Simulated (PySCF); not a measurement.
**C₃H₉MgNO₂ (+2), an ion with solvent molecules: interaction energy**

What interaction energy should one expect for `[Mg+2]` with `O` with `CC#N` with `CO`?

Computed with PySCF 2.14.0; each step states its level. No surroundings beyond the atoms listed, unless a continuum is named. Atoms count from 0, parts from 1.

### Step 1. Starting point

16 atoms, charge 2, multiplicity 1; geometry: GFN2-xTB, MD frame. Parts: 1 = atom 0, `[Mg+2]`, charge 2; 2 = atoms 1–3, `O`, charge 0; 3 = atoms 4–9, `CC#N`, charge 0; 4 = atoms 10–15, `CO`, charge 0.

### Step 2. Interaction energy: PBE0-D3(BJ)/def2-SVP, 250 fs

The job: settings as JSON, then the geometry in Å.

```
{"job": {"kind": "inter", "xc": "PBE0", "basis": "def2-SVP", "disp": "d3bj"}, "charge": 2, "multiplicity": 1, "parts": [{"atoms": "0-0", "charge": 2, "multiplicity": 1}, {"atoms": "1-3", "charge": 0, "multiplicity": 1}, {"atoms": "4-9", "charge": 0, "multiplicity": 1}, {"atoms": "10-15", "charge": 0, "multiplicity": 1}]}
Mg    -0.201668     1.196715     0.113427
O     -0.777505     2.667204     1.150326
H     -1.544299     2.711644     1.721688
H     -0.420208     3.544353     1.190338
C     -1.435588    -3.005785    -0.743624
C     -0.899596    -1.751738    -0.435202
N     -0.603930    -0.666698    -0.142408
H     -2.527666    -2.811551    -0.877966
H     -1.085866    -3.457855    -1.691677
H     -1.291516    -3.672377     0.092120
C      2.409874     1.187869    -0.434087
O      1.128903     1.683702    -0.960844
H      2.625097     0.375403    -1.039043
H      3.092268     2.004339    -0.565188
H      2.282744     0.907957     0.591414
H      1.190200     2.075899    -1.799088
```

Level: PBE0-D3(BJ)/def2-SVP interaction energy, counterpoise and uncorrected, gas phase.

Launch:

```bash
> OMP_NUM_THREADS=1 python cluster_run.py task.json out
```

This one command runs all jobs of the session in turn.

**Question.** The jobs that follow are: PBE0-D3(BJ)/def2-SVP interaction energy, counterpoise and uncorrected, gas phase; PBE0-D3(BJ)/def2-SVP interaction energy, counterpoise and uncorrected, gas phase; PBE0-D3(BJ)/def2-SVP interaction energy, counterpoise and uncorrected, gas phase; PBE0-D3(BJ)/def2-SVP interaction energy, counterpoise and uncorrected, gas phase; PBE0-D3(BJ)/def2-SVP interaction energy, counterpoise and uncorrected, gas phase. Predict: interaction energy, counterpoise (PBE0-D3(BJ)/def2-SVP, 250 fs); superposition error; binding energy (with deformation).

As calculated:

| quantity | value |
| --- | --- |
| interaction energy, counterpoise (PBE0-D3(BJ)/def2-SVP, 250 fs) | -238.9 kcal/mol |
| superposition error | 13.86 kcal/mol |
| binding energy (with deformation) | -227.5 kcal/mol |
| range of the interaction energy over the runs of this table | -243.3 to -234.2 kcal/mol |

What this shows: Of the attraction, electrostatic 67 %, orbital 32 %, dispersion 1 %; Pauli repulsion takes back 91.90 kcal/mol. The geometry is that of tight binding, not a minimum at this level, so the binding values are rough. A part with a negative deformation was relaxed at another level. The interaction energy runs from -243.3 (PBE0-D3(BJ)/def2-SVP, 1000 fs) to -234.2 kcal/mol (PBE0-D3(BJ)/def2-SVP, 550 fs); the frames are unrelaxed snapshots, so the spread is that of the geometry. Tight-binding geometries are rough for metal atoms; that holds for every run here that uses one unrelaxed.
